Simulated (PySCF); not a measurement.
# CH5BrSi: the cost of one run

Programs: PySCF 2.14.0, with density-fitted response routines of our own. Each step states its level of theory. These are calculated values for one molecule in the gas phase, unless marked as measured. Atoms are numbered from 0 throughout.

## Step 1: The molecule as given

8 atoms, charge 0, multiplicity 1; geometry from: GFN2-xTB. The atoms were then displaced at random by about 0.01 Å, so the start is not that level's minimum.

Bonds of the start (Å): C0–Si1 1.86, Si1–Br2 2.22, C0–H3 1.09, C0–H4 1.12, C0–H5 1.08, Si1–H6 1.46, Si1–H7 1.45.

## Step 2: Geometry optimisation at PBE0-D3(BJ)/def2-SVP

What the job is given:

```
{"job": {"xc": "PBE0", "basis": "def2-SVP", "d3": "d3bj", "grid": 1, "shake": 0.01, "kind": "geom"}, "charge": 0, "multiplicity": 1}
C     -1.003750     0.047360    -0.048660
Si     0.824350    -0.283000     0.002200
Br     1.848720     1.655870     0.341000
H     -1.339260     0.515450     0.875450
H     -1.274520     0.759310    -0.864540
H     -1.591020    -0.836310    -0.221640
H      1.363160    -0.767270    -1.264200
H      1.227450    -1.110550     1.127930
```

Command:

```sh
> OMP_NUM_THREADS=1 python probes_run.py task.json out
```

The driver reads the jobs from task.json and runs them one after another.

Q: Estimate the wall time and peak memory of this first job on 1 thread of Arm Neoverse V2, shared host.

About 12 s, with a peak of 0.36 GiB.
